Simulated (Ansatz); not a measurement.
# AlCl2FH4Si: the cost of one run

The runs use Ansatz 0.2.0, Gaussian basis; BLYP-D4/cc-pVDZ.

1 further run of the same task is left out (it didn't finish). Runs told in other sessions of the task aren't counted.

### 1 The starting structure

The start, a first-order saddle point found at PBE0-D4 in triple zeta: 9 atoms, charge 0, spin multiplicity 1.

Atoms are counted from 1 here; the program's logs count them from 0.

Bond lengths: Al1–Si2 2.570 Å, Al1–Cl3 2.083 Å, Al1–Cl4 2.083 Å, Al1–H5 1.862 Å, Al1–F6 1.864 Å, Si2–H7 1.486 Å, Si2–H8 1.494 Å, Si2–H9 1.486 Å, H5–F6 1.085 Å. Angles: Si2–Al1–Cl3 111.9°, Si2–Al1–Cl4 112.1°, Si2–Al1–H5 52.1°, Si2–Al1–F6 86.0°, Cl3–Al1–Cl4 121.3°, Cl3–Al1–H5 118.7°, Cl3–Al1–F6 110.1°, Cl4–Al1–H5 118.6°, Cl4–Al1–F6 109.9°, H5–Al1–F6 33.9°, Al1–Si2–H7 119.2°, Al1–Si2–H8 88.2°, Al1–Si2–H9 119.6°, H7–Si2–H8 108.0°, H7–Si2–H9 110.3°, H8–Si2–H9 107.9°, Al1–H5–F6 73.2°, Al1–F6–H5 73.0°.

Geometry (Å):

```csv
atom,x (Å),y (Å),z (Å)
Al1,-0.3401,-1.2166,0.1837
Si2,0.5860,1.1207,-0.3481
Cl3,-1.1124,-2.1504,-1.5103
Cl4,0.8661,-2.2485,1.5321
H5,-1.0386,0.4330,0.6924
F6,-1.6988,-0.3264,1.0989
H7,-0.1420,1.9867,-1.3111
H8,1.7078,0.4590,-1.0797
H9,1.1722,1.9425,0.7420
```

### 2 Dynamics

Input file md/in.yaml:

```yaml
crystal:
  periodic: [false, false, false]
  atoms:
    - {symbol: Al, position_ang: [-0.340119, -1.216622, 0.183690]}
    - {symbol: Si, position_ang: [0.585960, 1.120661, -0.348076]}
    - {symbol: Cl, position_ang: [-1.112443, -2.150433, -1.510261]}
    - {symbol: Cl, position_ang: [0.866093, -2.248485, 1.532108]}
    - {symbol: H, position_ang: [-1.038601, 0.433003, 0.692411]}
    - {symbol: F, position_ang: [-1.698809, -0.326359, 1.098892]}
    - {symbol: H, position_ang: [-0.141994, 1.986683, -1.311051]}
    - {symbol: H, position_ang: [1.707776, 0.458976, -1.079704]}
    - {symbol: H, position_ang: [1.172237, 1.942476, 0.741991]}
basis:
  gaussian: {orbitals: cc-pVDZ}
hamiltonian: {xc: {name: BLYP}, dispersion: d4}
md: {n_steps: 40, timestep: 1.0, temperature: 1000, ensemble: nvt_nose_hoover, seed: 517, initial_velocities: maxwell_boltzmann}
```

The run is started by

```
ansatz run in.yaml --threads 8 --pin off --events-out ev --progress --plain --max-ram 19148MiB
```

**Question.** How long does this run take on 8 threads of Arm Neoverse V1, shared host?

About 32 s.
